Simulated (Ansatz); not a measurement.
Molecular dynamics of NaCrH₈N₂F₆

input.yaml

```yaml
crystal:
  lattice:
    - [0.0, 4.361281, 4.361281]
    - [4.361281, 0.0, 4.361281]
    - [4.361281, 4.361281, 0.0]
  atoms:
    - { symbol: Na, position: [0.5, 0.5, 0.5] }
    - { symbol: Cr, position: [0.0, 0.0, 0.0], spin: 1.5 }
    - { symbol: H, position: [0.1813693, 0.1813693, 0.455892] }
    - { symbol: H, position: [0.1813693, 0.455892, 0.1813693] }
    - { symbol: H, position: [0.455892, 0.1813693, 0.1813693] }
    - { symbol: H, position: [0.1813693, 0.1813693, 0.1813693] }
    - { symbol: H, position: [0.8186307, 0.8186307, 0.8186307] }
    - { symbol: H, position: [0.8186307, 0.8186307, 0.544108] }
    - { symbol: H, position: [0.544108, 0.8186307, 0.8186307] }
    - { symbol: H, position: [0.8186307, 0.544108, 0.8186307] }
    - { symbol: "N", position: [0.25, 0.25, 0.25] }
    - { symbol: "N", position: [0.75, 0.75, 0.75] }
    - { symbol: F, position: [0.774465, 0.225535, 0.774465] }
    - { symbol: F, position: [0.225535, 0.774465, 0.774465] }
    - { symbol: F, position: [0.774465, 0.774465, 0.225535] }
    - { symbol: F, position: [0.225535, 0.225535, 0.774465] }
    - { symbol: F, position: [0.225535, 0.774465, 0.225535] }
    - { symbol: F, position: [0.774465, 0.225535, 0.225535] }
magnetization:
  spin_polarized: true
basis:
  ecutwfc: 420.0
kpoints:
  mp_grid: { grid: [2, 2, 2] }
hamiltonian:
  xc: lda
scf:
  occupations: { method: fermi_dirac, width: 0.05 }
  lower_state_search: "off"
md:
  timestep: 0.5
  n_steps: 200
  ensemble: nve
  temperature: 1400.0
  initial_velocities: maxwell_boltzmann
  seed: 503164
```

Run as:

```bash
$ ansatz run input.yaml --threads 1 --pin off --max-ram 3072MiB --backend cpu --events-out ev --progress --plain --runs-dir out
```

It starts from an unrelaxed structure (largest force component 1.04 eV/Å).

Output, in part (step lines):

```
md step     0: t =     0.00 fs  T =  1400.0 K  F+E_penalty+E_count = -10435.02052531 eV  E_kin = 3.076388 eV  conserved = -10431.94413734 eV  (15 SCF iters)
md step     1: t =     0.50 fs  T =  1383.8 K  F+E_penalty+E_count = -10434.98410798 eV  E_kin = 3.040760 eV  conserved = -10431.94334787 eV  (8 SCF iters)
md step     2: t =     1.00 fs  T =  1335.7 K  F+E_penalty+E_count = -10434.87676669 eV  E_kin = 2.935188 eV  conserved = -10431.94157830 eV  (8 SCF iters)
md step     3: t =     1.50 fs  T =  1267.7 K  F+E_penalty+E_count = -10434.72522504 eV  E_kin = 2.785692 eV  conserved = -10431.93953324 eV  (8 SCF iters)
md step     4: t =     2.00 fs  T =  1193.8 K  F+E_penalty+E_count = -10434.56110157 eV  E_kin = 2.623297 eV  conserved = -10431.93780464 eV  (8 SCF iters)
md step     5: t =     2.50 fs  T =  1126.3 K  F+E_penalty+E_count = -10434.41167073 eV  E_kin = 2.474964 eV  conserved = -10431.93670635 eV  (8 SCF iters)
md step     6: t =     3.00 fs  T =  1073.3 K  F+E_penalty+E_count = -10434.29470074 eV  E_kin = 2.358433 eV  conserved = -10431.93626814 eV  (8 SCF iters)
md step     7: t =     3.50 fs  T =  1038.1 K  F+E_penalty+E_count = -10434.21757491 eV  E_kin = 2.281212 eV  conserved = -10431.93636254 eV  (8 SCF iters)
[... lines left out ...]
md step   200: t =   100.00 fs  T =   856.7 K  F+E_penalty+E_count = -10433.82167386 eV  E_kin = 1.882519 eV  conserved = -10431.93915506 eV  (8 SCF iters)
```

The steps, from the saved trajectory:

```json
{"time (fs)": "0.0", "T (K)": "1400", "potential energy less start (eV)": "0.000", "conserved less start (meV/atom)": "0.00"}
{"time (fs)": "3.0", "T (K)": "1073", "potential energy less start (eV)": "0.726", "conserved less start (meV/atom)": "0.44"}
{"time (fs)": "6.0", "T (K)": "1029", "potential energy less start (eV)": "0.820", "conserved less start (meV/atom)": "0.23"}
{"time (fs)": "9.0", "T (K)": "1153", "potential energy less start (eV)": "0.550", "conserved less start (meV/atom)": "0.35"}
{"time (fs)": "12.0", "T (K)": "1277", "potential energy less start (eV)": "0.275", "conserved less start (meV/atom)": "0.23"}
{"time (fs)": "15.0", "T (K)": "1077", "potential energy less start (eV)": "0.716", "conserved less start (meV/atom)": "0.32"}
{"time (fs)": "18.0", "T (K)": "945", "potential energy less start (eV)": "1.006", "conserved less start (meV/atom)": "0.37"}
{"time (fs)": "21.0", "T (K)": "1074", "potential energy less start (eV)": "0.718", "conserved less start (meV/atom)": "0.12"}
{"time (fs)": "24.0", "T (K)": "954", "potential energy less start (eV)": "0.986", "conserved less start (meV/atom)": "0.35"}
{"time (fs)": "27.0", "T (K)": "851", "potential energy less start (eV)": "1.210", "conserved less start (meV/atom)": "0.19"}
{"time (fs)": "30.0", "T (K)": "665", "potential energy less start (eV)": "1.622", "conserved less start (meV/atom)": "0.41"}
{"time (fs)": "33.0", "T (K)": "694", "potential energy less start (eV)": "1.555", "conserved less start (meV/atom)": "0.25"}
{"time (fs)": "36.0", "T (K)": "622", "potential energy less start (eV)": "1.716", "conserved less start (meV/atom)": "0.35"}
{"time (fs)": "39.0", "T (K)": "669", "potential energy less start (eV)": "1.611", "conserved less start (meV/atom)": "0.25"}
{"time (fs)": "42.0", "T (K)": "600", "potential energy less start (eV)": "1.762", "conserved less start (meV/atom)": "0.28"}
{"time (fs)": "45.0", "T (K)": "552", "potential energy less start (eV)": "1.871", "conserved less start (meV/atom)": "0.37"}
{"time (fs)": "48.0", "T (K)": "687", "potential energy less start (eV)": "1.572", "conserved less start (meV/atom)": "0.24"}
{"time (fs)": "51.0", "T (K)": "806", "potential energy less start (eV)": "1.308", "conserved less start (meV/atom)": "0.21"}
{"time (fs)": "54.0", "T (K)": "677", "potential energy less start (eV)": "1.594", "conserved less start (meV/atom)": "0.33"}
{"time (fs)": "57.0", "T (K)": "580", "potential energy less start (eV)": "1.808", "conserved less start (meV/atom)": "0.35"}
{"time (fs)": "60.0", "T (K)": "706", "potential energy less start (eV)": "1.532", "conserved less start (meV/atom)": "0.35"}
{"time (fs)": "63.0", "T (K)": "883", "potential energy less start (eV)": "1.141", "conserved less start (meV/atom)": "0.20"}
{"time (fs)": "66.0", "T (K)": "708", "potential energy less start (eV)": "1.527", "conserved less start (meV/atom)": "0.38"}
{"time (fs)": "69.0", "T (K)": "676", "potential energy less start (eV)": "1.597", "conserved less start (meV/atom)": "0.32"}
{"time (fs)": "72.0", "T (K)": "789", "potential energy less start (eV)": "1.349", "conserved less start (meV/atom)": "0.35"}
{"time (fs)": "75.0", "T (K)": "909", "potential energy less start (eV)": "1.083", "conserved less start (meV/atom)": "0.19"}
{"time (fs)": "78.0", "T (K)": "781", "potential energy less start (eV)": "1.366", "conserved less start (meV/atom)": "0.35"}
{"time (fs)": "81.0", "T (K)": "788", "potential energy less start (eV)": "1.350", "conserved less start (meV/atom)": "0.30"}
{"time (fs)": "84.0", "T (K)": "863", "potential energy less start (eV)": "1.186", "conserved less start (meV/atom)": "0.30"}
{"time (fs)": "87.0", "T (K)": "845", "potential energy less start (eV)": "1.226", "conserved less start (meV/atom)": "0.32"}
{"time (fs)": "90.0", "T (K)": "835", "potential energy less start (eV)": "1.246", "conserved less start (meV/atom)": "0.25"}
{"time (fs)": "93.0", "T (K)": "771", "potential energy less start (eV)": "1.389", "conserved less start (meV/atom)": "0.42"}
{"time (fs)": "96.0", "T (K)": "860", "potential energy less start (eV)": "1.190", "conserved less start (meV/atom)": "0.19"}
{"time (fs)": "99.0", "T (K)": "823", "potential energy less start (eV)": "1.275", "conserved less start (meV/atom)": "0.34"}
```

All steps were run. The conserved energy stayed within 0.5 meV per atom of its start (net change 0.28 meV per atom), so the integration is sound. The temperature averaged 0.56 of the 1400 K drawn at the start: a run that starts near a minimum puts about half its kinetic energy into the potential. A run of 0.1 ps of so small a system gives no equilibrium averages. No Hubbard correction was used and the magnetic state wasn't searched. Limits of this set-up: coarse k mesh.

Mean squared displacements from the first frame to the last, about the centre of mass: Na 0.10 Å², Cr 0.01 Å², H 1.64 Å², N 0.07 Å², F 0.29 Å².

Last frame:

```xyz
18
Lattice="0.0000 4.3613 4.3613 4.3613 0.0000 4.3613 4.3613 4.3613 0.0000" Properties=species:S:1:pos:R:3
Na 4.417 4.143 4.576
Cr -0.081 0.044 -0.020
H 3.264 2.469 1.634
H 2.861 1.797 3.009
H 2.046 3.326 2.292
H 1.771 1.687 1.591
H 6.848 5.451 6.370
H 7.761 6.849 6.425
H 6.747 6.738 7.639
H 6.055 7.148 6.192
N 2.428 2.329 2.175
N 6.756 6.503 6.622
F 4.466 6.953 4.567
F 6.877 4.142 3.859
F 4.869 3.877 6.939
F 3.744 4.646 1.752
F 4.121 1.885 4.182
F 1.775 4.697 4.595
```

Time of the run: 15 min on 1 thread of AMD EPYC 7B13 (Zen 3) (shared host), peak memory 0.57 GiB.
